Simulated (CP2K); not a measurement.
# BiTe (P1) in CP2K: convergence with eps default

Aim: find how far eps default must go before the results for BiTe settle, at PBE. This setting moves, with any that are tied to it; all else stays.

All numbers are computed with CP2K 2026.2; they aren't measurements. Logs are shortened: lines on timing, memory, paths and dates and some standing lists are left out, and cuts for length are marked.

### Step 1. The cell of the first run

The typed cell holds 2 atoms: a = 4.575 Å, b = 4.575 Å, c = 4.575 Å, α = 60.00°, β = 60.00°, γ = 60.00°.

The cell isn't the ideal one: atoms moved at random, drawn with an rms of 0.1 Å.

### Step 2. With eps default 1.0E-6

bite_converge.inp reads:

```
&GLOBAL
  PROJECT bite_converge
  RUN_TYPE ENERGY_FORCE
  PRINT_LEVEL LOW
&END GLOBAL
&FORCE_EVAL
  METHOD QS
  STRESS_TENSOR ANALYTICAL
  &DFT
    BASIS_SET_FILE_NAME BASIS_MOLOPT_UZH
    POTENTIAL_FILE_NAME POTENTIAL_UZH
    &MGRID
      CUTOFF 450
      REL_CUTOFF 60
      NGRIDS 5
    &END MGRID
    &QS
      METHOD GPW
      EPS_DEFAULT 1.0E-6
    &END QS
    &KPOINTS
      SCHEME MONKHORST-PACK 6 6 6
      GAMMA_CENTERED T
      SYMMETRY T
      SYMMETRY_BACKEND SPGLIB
    &END KPOINTS
    &SCF
      SCF_GUESS ATOMIC
      EPS_SCF 1.0E-6
      MAX_SCF 100
      ADDED_MOS 10
      CHOLESKY OFF
      EPS_EIGVAL 1.0E-7
      &DIAGONALIZATION ON
        ALGORITHM STANDARD
      &END DIAGONALIZATION
      &MIXING ON
        METHOD BROYDEN_MIXING
        ALPHA 0.4
        BETA 1.5
        NBUFFER 8
      &END MIXING
      &SMEAR ON
        METHOD FERMI_DIRAC
        ELECTRONIC_TEMPERATURE [K] 300.557
      &END SMEAR
    &END SCF
    &XC
      &XC_FUNCTIONAL PBE
      &END XC_FUNCTIONAL
    &END XC
    &PRINT
      &KPOINTS ON
      &END KPOINTS
      &MULLIKEN ON
      &END MULLIKEN
      &MO ON
        ENERGIES T
        OCCUPATION_NUMBERS T
        &EACH
          QS_SCF 0
        &END EACH
        ADD_LAST NUMERIC
      &END MO
    &END PRINT
  &END DFT
  &SUBSYS
    &CELL
      A 4.5749808743 0.0000000000 0.0000000000
      B 2.2874904371 3.9620496590 0.0000000000
      C 2.2874904371 1.3206832197 3.7354562417
      PERIODIC XYZ
    &END CELL
    &COORD
      SCALED
      Bi  0.0199750000 -0.0110980000 0.0129400000
      Te  0.4760520000 0.4952310000 0.5032590000
    &END COORD
    &KIND Bi
      BASIS_SET TZVP-MOLOPT-PBE-GTH-q5
      POTENTIAL GTH-PBE-q5
    &END KIND
    &KIND Te
      BASIS_SET TZVP-MOLOPT-PBE-GTH-q6
      POTENTIAL GTH-PBE-q6
    &END KIND
    &PRINT
      &ATOMIC_COORDINATES ON
      &END ATOMIC_COORDINATES
      &CELL ON
      &END CELL
    &END PRINT
  &END SUBSYS
  &PRINT
    &FORCES ON
    &END FORCES
    &STRESS_TENSOR ON
    &END STRESS_TENSOR
  &END PRINT
&END FORCE_EVAL
```

Potentials or basis: POTENTIAL_UZH Bi GTH-PBE-q5, Te GTH-PBE-q6; TZVP-MOLOPT-PBE-GTH basis.

Run with:

```console
$ OMP_NUM_THREADS=1 cp2k.psmp -i bite_converge.inp -o bite_converge.out
```

bite_converge.out:

```text

 CP2K| version string:                                       CP2K version 2026.2
 CP2K| Input file name                                         bite_converge.inp

 GLOBAL| Force Environment number                                              1
 GLOBAL| Basis set file name                                    BASIS_MOLOPT_UZH
 GLOBAL| Potential file name                                       POTENTIAL_UZH
 GLOBAL| MM Potential file name                                     MM_POTENTIAL
 GLOBAL| Coordinate file name                                      __STD_INPUT__
 GLOBAL| Method name                                                        CP2K
 GLOBAL| Project name                                              bite_converge
 GLOBAL| Run type                                                   ENERGY_FORCE
 GLOBAL| FFT library                                                       FFTW3
[... 6 lines left out ...]
 GLOBAL| Total number of message passing processes                             1
 GLOBAL| Number of threads for this process                                    1
 GLOBAL| CPU model name                                                  UNKNOWN

 CELL| Volume [angstrom^3]:                                            67.710006
 CELL| Vector a [angstrom]:       4.575     0.000     0.000   |a| =     4.574981
 CELL| Vector b [angstrom]:       2.287     3.962     0.000   |b| =     4.574981
 CELL| Vector c [angstrom]:       2.287     1.321     3.735   |c| =     4.574981
 CELL| Angle (b,c), alpha [degree]:                                    60.000000
 CELL| Angle (a,c), beta  [degree]:                                    60.000000
 CELL| Angle (a,b), gamma [degree]:                                    60.000000
 CELL| Numerically orthorhombic:                                              NO
 CELL| Periodicity                                                           XYZ

 CELL_REF| Volume [angstrom^3]:                                        67.710006
 CELL_REF| Vector a [angstrom     4.575     0.000     0.000   |a| =     4.574981
 CELL_REF| Vector b [angstrom     2.287     3.962     0.000   |b| =     4.574981
 CELL_REF| Vector c [angstrom     2.287     1.321     3.735   |c| =     4.574981
 CELL_REF| Angle (b,c), alpha [degree]:                                60.000000
 CELL_REF| Angle (a,c), beta  [degree]:                                60.000000
 CELL_REF| Angle (a,b), gamma [degree]:                                60.000000
 CELL_REF| Numerically orthorhombic:                                          NO
 CELL_REF| Periodicity                                                       XYZ
[... 9 lines left out ...]
 TOTAL NUMBERS AND MAXIMUM NUMBERS

  Total number of            - Atomic kinds:                                   2
                             - Atoms:                                          2
                             - Shell sets:                                     2
                             - Shells:                                        14
                             - Primitive Cartesian functions:                  9
                             - Cartesian basis functions:                     36
                             - Spherical basis functions:                     34

  Maximum angular momentum of- Orbital basis functions:                        2
                             - Local part of the GTH pseudopotential:          0
                             - Non-local part of the GTH pseudopotential:      4

 MODULE QUICKSTEP: ATOMIC COORDINATES IN ANGSTROM

   Atom Kind Element         X             Y             Z       Z(eff)     Mass
      1    1 Bi   83      0.095599     -0.026881      0.048337   5.0000 208.9804
      2    2 Te   52      4.461965      2.626776      1.879902   6.0000 127.6000

 SCF PARAMETERS         Density guess:                                    ATOMIC
[... 9 lines left out ...]
                        --------------------------------------------------------
                        level_shift [a.u.]:                             0.000000
                        added MOs                                        10    0
                        --------------------------------------------------------
                        Mixing method:                            BROYDEN_MIXING
[... 26 lines left out ...]
 BRILLOUIN|     5           0.00926       -0.33333       -0.33333        0.33333
 BRILLOUIN|     6           0.00926       -0.33333       -0.33333        0.50000
[... 32 lines left out ...]
 BRILLOUIN|    39           0.00926       -0.16667       -0.33333        0.00000
 BRILLOUIN|    40           0.00926       -0.16667       -0.33333        0.16667
 [... further k-points ...]
 *******************************************************************************

 Extrapolation method: initial_guess

 Number of electrons:                                                         11
 Number of occupied orbitals:                                                  6
 Number of molecular orbitals:                                                16

 Number of orbital functions:                                                 34
 Number of independent orbital functions:                                     34

 SCF WAVEFUNCTION OPTIMIZATION

  Step     Update method      Time    Convergence         Total energy    Change
  ------------------------------------------------------------------------------
     1 NoMix/Diag. 0.40E+00    1.0     0.60411875       -13.7313923137 -1.37E+01
     2 Broy./Diag. 0.40E+00    1.0     0.01543131       -13.7144273672  1.70E-02
     3 Broy./Diag. 0.40E+00    1.0     0.04500123       -13.6699243797  4.45E-02
     4 Broy./Diag. 0.40E+00    1.1     0.00435413       -13.6740682228 -4.14E-03
     5 Broy./Diag. 0.40E+00    1.1     0.00186497       -13.6588308653  1.52E-02
     6 Broy./Diag. 0.40E+00    1.1     0.00102485       -13.6535352823  5.30E-03
     7 Broy./Diag. 0.40E+00    1.1     0.00013841       -13.6520936278  1.44E-03
     8 Broy./Diag. 0.40E+00    1.1     0.00018572       -13.6522107342 -1.17E-04
     9 Broy./Diag. 0.40E+00    1.1     0.00001737       -13.6522148724 -4.14E-06
    10 Broy./Diag. 0.40E+00    1.1     0.00001779       -13.6522602697 -4.54E-05
    11 Broy./Diag. 0.40E+00    1.1     0.00000207       -13.6522502241  1.00E-05
    12 Broy./Diag. 0.40E+00    1.2     0.00000148       -13.6522443587  5.87E-06
    13 Broy./Diag. 0.40E+00    1.1     0.00000112       -13.6522411753  3.18E-06
    14 Broy./Diag. 0.40E+00    1.1     0.00000012       -13.6522402892  8.86E-07

  *** SCF run converged in    14 steps ***

  Electronic density on regular grids:        -10.9999998909        0.0000001091
  Core density on regular grids:               10.9999717900       -0.0000282100
  Total charge density on r-space grids:       -0.0000281008
  Total charge density g-space grids:          -0.0000281008

  Overlap energy of the core charge distribution:               0.00000000005361
  Self energy of the core charge distribution:                -29.08486315376047
  Core Hamiltonian energy:                                      5.80462401728057
  Hartree energy:                                              12.77083955513135
  Exchange-correlation energy:                                 -3.14267243049194
  Electronic entropic energy:                                  -0.00016827740648
  Fermi energy:                                                 0.18350653845878

  Total energy:                                               -13.65224028920330
  Total energy (extrapolated to T->0):                        -13.65215615050006

 MO| EIGENVALUES AND OCCUPATION NUMBERS FOR K POINT 1
 MO|
 MO|  Index      Eigenvalue [a.u.]        Eigenvalue [eV]             Occupation
 MO|      1              -0.283064              -7.702567               2.000000
 MO|      2              -0.180770              -4.918993               2.000000
 MO|      3               0.093417               2.542016               2.000000
 MO|      4               0.101058               2.749920               2.000000
 MO|      5               0.110959               3.019355               2.000000
 MO|      6               0.180705               4.917225               1.899930
[... 284 lines left out ...]
 MO|      5               0.091094               2.478799               2.000000
 MO|      6               0.201360               5.479293               0.000000
[... 8 lines left out ...]
 MO|     15               0.727470              19.795453               0.000000
 MO|     16               0.759923              20.678548               0.000000
 MO| Sum:                                                              10.000000
 MO| E(Fermi):            0.183507 a.u.          4.993467 eV

 [... the levels of further k-points ...]

 !-----------------------------------------------------------------------------!
                     Mulliken Population Analysis

 #  Atom  Element  Kind  Atomic population                           Net charge
       1     Bi       1          4.719785                              0.280215
       2     Te       2          6.280215                             -0.280215
 # Total charge                             11.000000                  0.000000

 !-----------------------------------------------------------------------------!

 ENERGY| Total FORCE_EVAL ( QS ) energy [hartree]            -13.652240508735913

 FORCES| Atomic forces [hartree/bohr]
 FORCES|   Atom     x               y               z               |f|
 FORCES|      1 -1.25922500E-02  5.51234367E-04 -1.93715132E-03   1.27523008E-02
 FORCES|      2  1.25921121E-02 -5.51039229E-04  1.93652066E-03   1.27520604E-02
 FORCES| Sum    -1.37856203E-07  1.95137983E-07 -6.30665770E-07
 FORCES| Total atomic force                                       6.74405277E-07

 STRESS| Analytical stress tensor [bar]
 STRESS|                        x                   y                   z
 STRESS|      x        2.24070759581E+04  -5.56921232649E+02   1.25191579802E+02
 STRESS|      y       -5.56921232649E+02   2.23859185075E+04  -4.43678092340E+03
 STRESS|      z        1.25191579802E+02  -4.43678092340E+03   2.53960983553E+04
 STRESS| 1/3 Trace                                             2.33963642736E+04
 STRESS| Determinant                                           1.22900656164E+13

 STRESS| Eigenvectors and eigenvalues of the analytical stress tensor [bar]
 STRESS|                        1                   2                   3
 STRESS| Eigenvalues   1.91612024162E+04   2.24223879262E+04   2.86055024785E+04
 STRESS|      x          -0.116878997764      0.990762634212      0.068765562102
 STRESS|      y          -0.810288226955     -0.055094295069     -0.583436035833
 STRESS|      z          -0.574258033587     -0.123911344519      0.809242664199
```

Wall time 18 s (1 thread of Arm Neoverse N1, shared host); peak memory 0.29 GiB.

Results:

* Free energy: -371.4964 eV
* Pressure: 2.3 GPa
* Largest force: 0.656 eV/Å
* Band gap on the k mesh: none (metal or under the smearing width)
* Mulliken charges: Bi +0.28; Te -0.28 e

### Step 3. With eps default 1.0E-7

Edit bite_converge.inp of step 2 so:

```diff
@@ -18,3 +18,3 @@
       METHOD GPW
-      EPS_DEFAULT 1.0E-6
+      EPS_DEFAULT 1.0E-7
     &END QS
```

Potentials or basis: POTENTIAL_UZH Bi GTH-PBE-q5, Te GTH-PBE-q6; TZVP-MOLOPT-PBE-GTH basis.

Run with:

```console
$ OMP_NUM_THREADS=1 cp2k.psmp -i bite_converge.inp -o bite_converge.out
```

Wall time 22 s (1 thread of Arm Neoverse N1, shared host); peak memory 0.3 GiB.

Results:

| Quantity | Value |
| --- | --- |
| Free energy | -371.4964 eV |
| Pressure | 2.3 GPa |
| Largest force | 0.655 eV/Å |
| Band gap on the k mesh | none (metal or under the smearing width) |
| Mulliken charges | Bi +0.28; Te -0.28 e |

### Step 4. With eps default 1.0E-8

Edit bite_converge.inp of step 3 so:

```diff
@@ -18,3 +18,3 @@
       METHOD GPW
-      EPS_DEFAULT 1.0E-7
+      EPS_DEFAULT 1.0E-8
     &END QS
```

Run with:

```console
$ OMP_NUM_THREADS=1 cp2k.psmp -i bite_converge.inp -o bite_converge.out
```

Wall time 26 s (1 thread of Arm Neoverse N1, shared host); peak memory 0.3 GiB.

Results:

```
Free energy            : -371.4962 eV
Pressure               : 2.3 GPa
Largest force          : 0.655 eV/Å
Band gap on the k mesh : none (metal or under the smearing width)
Mulliken charges       : Bi +0.28; Te -0.28 e
```

### Step 5. With eps default 1.0E-9

Edit bite_converge.inp of step 4 so:

```diff
@@ -18,3 +18,3 @@
       METHOD GPW
-      EPS_DEFAULT 1.0E-8
+      EPS_DEFAULT 1.0E-9
     &END QS
```

Run with:

```console
$ OMP_NUM_THREADS=1 cp2k.psmp -i bite_converge.inp -o bite_converge.out
```

It took 32 s on 1 thread of Arm Neoverse N1, shared host; peak memory 0.3 GiB.

What came out:

```yaml
Free_energy: -371.4961 eV
Pressure: 2.3 GPa
Largest_force: 0.655 eV/Å
Band_gap_on_the_k_mesh: none (metal or under the smearing width)
Mulliken_charges: Bi +0.28; Te -0.28 e
```

### Step 6. With eps default 1.0E-10

Edit bite_converge.inp of step 5 so:

```diff
@@ -18,3 +18,3 @@
       METHOD GPW
-      EPS_DEFAULT 1.0E-9
+      EPS_DEFAULT 1.0E-10
     &END QS
```

Potentials or basis: POTENTIAL_UZH Bi GTH-PBE-q5, Te GTH-PBE-q6; TZVP-MOLOPT-PBE-GTH basis.

Run with:

```console
$ OMP_NUM_THREADS=1 cp2k.psmp -i bite_converge.inp -o bite_converge.out
```

It took 37 s on 1 thread of Arm Neoverse N1, shared host; peak memory 0.31 GiB.

It converged, with:

```
Free energy            : -371.4961 eV
Pressure               : 2.3 GPa
Largest force          : 0.655 eV/Å
Band gap on the k mesh : none (metal or under the smearing width)
Mulliken charges       : Bi +0.28; Te -0.28 e
```

### Step 7. With eps default 1.0E-11

Edit bite_converge.inp of step 6 so:

```diff
@@ -18,3 +18,3 @@
       METHOD GPW
-      EPS_DEFAULT 1.0E-10
+      EPS_DEFAULT 1.0E-11
     &END QS
```

Run with:

```console
$ OMP_NUM_THREADS=1 cp2k.psmp -i bite_converge.inp -o bite_converge.out
```

Wall time 43 s (1 thread of Arm Neoverse N1, shared host); peak memory 0.31 GiB.

Results (log left out):

```
Free energy            : -371.4961 eV
Pressure               : 2.3 GPa
Largest force          : 0.655 eV/Å
Band gap on the k mesh : none (metal or under the smearing width)
Mulliken charges       : Bi +0.28; Te -0.28 e
```

### Step 8. With eps default 1.0E-12

Edit bite_converge.inp of step 7 so:

```diff
@@ -18,3 +18,3 @@
       METHOD GPW
-      EPS_DEFAULT 1.0E-11
+      EPS_DEFAULT 1.0E-12
     &END QS
```

Run with:

```console
$ OMP_NUM_THREADS=1 cp2k.psmp -i bite_converge.inp -o bite_converge.out
```

Wall time 50 s (1 thread of Arm Neoverse N1, shared host); peak memory 0.32 GiB.

It converged, with:

```yaml
Free_energy: -371.4961 eV
Pressure: 2.3 GPa
Largest_force: 0.655 eV/Å
Band_gap_on_the_k_mesh: none (metal or under the smearing width)
Mulliken_charges: Bi +0.28; Te -0.28 e
```

### Step 9. The series at a glance

```csv
eps default,"energy less the tightest run, at zero smearing (meV/atom)",SCF cycles,CPU time (s),peak memory (GiB)
1.0E-6,-0.15,14,18,0.29
1.0E-7,-0.17,14,22,0.3
1.0E-8,-0.08,14,26,0.3
1.0E-9,-0.01,14,32,0.3
1.0E-10,0.00,14,37,0.31
1.0E-11,0.00,14,43,0.31
1.0E-12,0.00,14,50,0.32
```

Against the tightest run, the energy stays within 1 meV/atom from 1.0E-6 on. The tightest run that finished is the yardstick and may itself not be fully converged.

Caveats: spin-orbit coupling is left out, which moves the levels of the heavy elements; the basis of atomic orbitals isn't converged, which shifts pressures, moduli and gaps.
